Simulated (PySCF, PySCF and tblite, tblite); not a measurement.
# C6H9BO3: conformers and averaged spectra, part 2 of 2

PySCF and tblite. Atoms count from 0.

## (6) Single-point energy, conformer 2: PBE0/def2-SVP in water

The job: settings as JSON, then the geometry in Å.

```
{"job": {"xc": "PBE0", "basis": "def2-SVP", "solvent": "water", "kind": "sp"}, "charge": 0, "multiplicity": 1}
O      0.639491     2.370941     0.199649
C     -0.015602     1.338940     0.241380
C     -1.324029     1.305038     0.900441
C     -2.164864     0.278535     0.775017
C     -1.796396    -0.966029     0.043000
C     -0.285077    -1.162789     0.085923
C      0.448478     0.074318    -0.436249
B      2.068336    -0.069899    -0.393646
O      2.879630     0.993017    -0.255661
O      2.585432    -1.311258    -0.521105
H     -1.600629     2.204162     1.432719
H     -3.156829     0.329128     1.204371
H     -2.309984    -1.824850     0.479577
H     -2.135818    -0.878537    -0.995613
H      0.021662    -1.345451     1.117990
H      0.012554    -2.028571    -0.504840
H      0.184891     0.211437    -1.494896
H      2.395793     1.824361    -0.129550
H      3.543157    -1.333243    -0.501959
```

Standard output:

```text
coarse grid: 16440 points
cycle   1  E = -483.5026975673  dE =  1.620e+00  |g| = 1.061e+00  |ddm| = 4.826e+00
cycle   2  E = -483.1924095860  dE =  3.103e-01  |g| = 1.662e+00  |ddm| = 2.669e+00
cycle   3  E = -483.7050556972  dE = -5.126e-01  |g| = 2.592e-01  |ddm| = 1.914e+00
cycle   4  E = -483.7187255022  dE = -1.367e-02  |g| = 6.405e-02  |ddm| = 2.944e-01
cycle   5  E = -483.7194127250  dE = -6.872e-04  |g| = 1.918e-02  |ddm| = 6.970e-02
cycle   6  E = -483.7194951746  dE = -8.245e-05  |g| = 4.365e-03  |ddm| = 2.382e-02
cycle   7  E = -483.7194989957  dE = -3.821e-06  |g| = 1.259e-03  |ddm| = 5.254e-03
final grid: 160432 points
cycle   8  E = -483.8057757675  dE = -4.067e-05  |g| = 1.376e-02  |ddm| = 4.443e-02
cycle   9  E = -483.8056954361  dE =  8.033e-05  |g| = 2.443e-02  |ddm| = 3.598e-02
cycle  10  E = -483.8058153765  dE = -1.199e-04  |g| = 2.269e-03  |ddm| = 2.418e-02
cycle  11  E = -483.8058164220  dE = -1.046e-06  |g| = 3.102e-04  |ddm| = 2.168e-03
cycle  12  E = -483.8058164382  dE = -1.620e-08  |g| = 1.261e-04  |ddm| = 3.957e-04
cycle  13  E = -483.8058164413  dE = -3.096e-09  |g| = 3.738e-05  |ddm| = 1.363e-04
cycle  14  E = -483.8058164416  dE = -2.825e-10  |g| = 1.023e-05  |ddm| = 4.723e-05
converged SCF energy = -483.8058164416
```

Wall time 9.4 s (1 thread of AMD EPYC 9B45, shared host); peak memory 0.82 GiB.

Key values: HOMO -7.26 eV, LUMO -1.45 eV; dipole 3.88 D.

## (7) Boltzmann average: properties at WP04/pcSseg-1 in water

The job: settings as JSON, then the geometry in Å.

```
{"job": {"study": "conf", "smiles": "O=C1C=CCC[C@@H]1B(O)O", "search": {"seed": 7563, "n_embed": 200, "ff_keep": 26, "window": 3.0, "nmax": 8, "temps": [180, 230, 298.15, 330, 400], "t_ref": 298.15, "order": 0.001}, "level": {"nmr": {"xc": "WP04", "basis": "pcSseg-1", "solvent": "water"}, "sp": {"xc": "PBE0", "basis": "def2-SVP", "solvent": "water"}}, "kind": "conf"}, "charge": 0, "multiplicity": 1}
O      0.639491     2.370941     0.199649
C     -0.015602     1.338940     0.241380
C     -1.324029     1.305038     0.900441
C     -2.164864     0.278535     0.775017
C     -1.796396    -0.966029     0.043000
C     -0.285077    -1.162789     0.085923
C      0.448478     0.074318    -0.436249
B      2.068336    -0.069899    -0.393646
O      2.879630     0.993017    -0.255661
O      2.585432    -1.311258    -0.521105
H     -1.600629     2.204162     1.432719
H     -3.156829     0.329128     1.204371
H     -2.309984    -1.824850     0.479577
H     -2.135818    -0.878537    -0.995613
H      0.021662    -1.345451     1.117990
H      0.012554    -2.028571    -0.504840
H      0.184891     0.211437    -1.494896
H      2.395793     1.824361    -0.129550
H      3.543157    -1.333243    -0.501959
```

Standard output:

```text
conformer  sym    E(xTB)   E(DFT)   G(298.15 K)  weight  dipole/D
    1     C1      0.000    0.976    1.137   0.1279    3.520
    2     C1      0.303    0.000    0.000   0.8721    3.881

mean shielding (ppm) by class
class atoms           180 K      230 K   298.15 K      330 K      400 K
  0 O  0           -205.297   -205.288   -205.277   -205.272   -205.262
  1 C  1            -40.272    -40.236    -40.187    -40.166    -40.125
  2 C  2             40.716      40.72     40.725     40.727     40.731
  3 C  3              7.059       7.12      7.204       7.24      7.309
  4 C  4            143.789    143.843    143.917    143.949     144.01
  5 C  5            145.112    145.148    145.197    145.218    145.259
  6 C  6            135.244     135.02    134.713    134.582    134.328
  7 B  7             66.544     66.586     66.644     66.669     66.718
  8 O  8,9          213.608    213.643    213.692    213.713    213.753
  9 H  10            25.917     25.917     25.917     25.917     25.917
 10 H  11            24.384     24.387     24.391     24.393     24.397
 11 H  12            29.513     29.509     29.504     29.501     29.497
 12 H  13            29.483     29.487     29.491     29.493     29.496
 13 H  14            30.213     30.198     30.176     30.167     30.149
 14 H  15            29.883     29.886     29.891     29.893     29.897
 15 H  16            29.954     29.939     29.917     29.908      29.89
 16 H  17,18         25.456     25.479      25.51     25.523     25.549
```

Run time: 91 s. Hardware: 1 thread of AMD EPYC 9B45, shared host. This counts the runs that the step sums up.

The search (ETKDG and KDG, UFF, GFN2-xTB) embedded 200 structures, kept 17 distinct ones after the force field and 2 after xTB; 2 were carried on (window 3.0 kcal/mol at the search's own energies). Energies: PBE0/def2-SVP in water with D3(BJ).

Conformer by conformer (298 K):

| no. | group | mirror pair | ΔE xTB | ΔE DFT | ΔG | weight (%) | μ (D) | C5–C6–B7–O8 (°) | O9–B7–O8–H17 (°) | O8–B7–O9–H18 (°) | A, B, C (GHz) |
| --- | --- | --- | --- | --- | --- | --- | --- | --- | --- | --- | --- |
| 1 | C1 | no | 0.00 | 0.98 | 1.14 | 12.8 | 3.52 | 13 | -1 | -176 | 1.83, 1.32, 0.91 |
| 2 | C1 | no | 0.30 | 0.00 | 0.00 | 87.2 | 3.88 | -151 | -177 | 0 | 2.20, 1.09, 0.76 |

Energies in kcal/mol. ΔG holds xTB vibrations and rotation, symmetry numbers and mirror pairs.

Weights (%) by temperature:

| no. | 180 K | 230 K | 298 K | 330 K | 400 K |
| --- | --- | --- | --- | --- | --- |
| 2 | 95.8 | 92.2 | 87.2 | 85.1 | 80.9 |
| 1 | 4.2 | 7.8 | 12.8 | 14.9 | 19.1 |

Other ways of weighting, at the same temperature:

| scheme | 2 | 1 | mean μ (D) |
| --- | --- | --- | --- |
| DFT free energy | 87 | 13 | 3.83 |
| DFT energy, symmetry counted | 84 | 16 | 3.82 |
| DFT energy alone | 84 | 16 | 3.82 |
| xTB energy, symmetry counted | 37 | 63 | 3.65 |
| xTB free energy | 44 | 56 | 3.68 |
| lowest conformer only | 100 | 0 | 3.88 |
| equal weights | 50 | 50 | 3.70 |

Shifts against references run at the same level (¹H TMS 31.98, ¹³C TMS 176.0 ppm of shielding), by class of atoms, at 298 K:

| atoms | environment | no. 2 | no. 1 | average |
| --- | --- | --- | --- | --- |
| C1 | ketone carbonyl carbon | 216.3 | 215.3 | 216.1 |
| C3 | β carbon of a C=C–C=O unit | 169.0 | 167.3 | 168.8 |
| C2 | α carbon of a C=C–C=O unit | 135.2 | 135.1 | 135.2 |
| C6 | sp3 CH bonded to B, α to a carbonyl | 40.5 | 46.6 | 41.2 |
| C4 | allylic sp3 CH2 | 32.2 | 30.7 | 32.0 |
| C5 | sp3 CH2 in a ring | 30.9 | 29.9 | 30.8 |
| H11 | hydrogen on a β carbon of a C=C–C=O unit | 7.60 | 7.51 | 7.59 |
| H17, H18 | hydrogen on an oxygen bonded to B | 6.55 | 5.92 | 6.47 |
| H10 | hydrogen on an α carbon of a C=C–C=O unit | 6.06 | 6.06 | 6.06 |
| H13 | hydrogen on an allylic sp3 CH2 | 2.50 | 2.41 | 2.48 |
| H12 | hydrogen on an allylic sp3 CH2 | 2.46 | 2.57 | 2.47 |
| H15 | hydrogen on an sp3 CH2 in a ring | 2.10 | 2.00 | 2.09 |
| H16 | hydrogen on an sp3 CH bonded to B, α to a carbonyl | 2.00 | 2.44 | 2.06 |
| H14 | hydrogen on an sp3 CH2 in a ring | 1.74 | 2.18 | 1.80 |
| O0 | ketone oxygen | -205.3 (σ) | -205.1 (σ) | -205.3 (σ) |
| O8, O9 | oxygen bonded to B, H | 213.6 (σ) | 214.5 (σ) | 213.7 (σ) |
| B7 | boron bonded to C, 2 O | 66.5 (σ) | 67.7 (σ) | 66.6 (σ) |

Effective distances for nuclear Overhauser effects, ⟨r⁻⁶⟩^(−1/6) over all pairs of two classes (Å): H12···H13 1.76; H14···H15 1.76; H10···H11 2.45; H11···H12 2.45; H15···H16 2.45; H12···H14 2.46; H13···H15 2.48; H12···H15 2.57.

## (8) Summary of results

This closing draws on all 2 parts.

```
                                    quantity                                                value
                                  conformers  2; the first in weight is no. 2 (C1), 87 % at 298 K
                     root-mean-square dipole                                               3.84 D
averaged ¹³C shifts (WP04/pcSseg-1 in water)            216.1, 168.8, 135.2, 41.2, 32.0, 30.8 ppm
 averaged ¹H shifts (WP04/pcSseg-1 in water)   7.59, 6.47, 6.06, 2.48, 2.47, 2.09, 2.06, 1.80 ppm
```

In words: Conformer 2 leads with 87 % at 298 K, and its share goes from 96 % at 180 K to 81 % at 400 K. xTB puts no. 1 lowest, DFT no. 2. Among conformers over 5 %, H17, H18 differ by 0.62 ppm, while the average moves by 0.09 ppm from 180 to 400 K. Protons on O, N, S or Se exchange and bind to solvent, so their values hold for the lone molecule only.
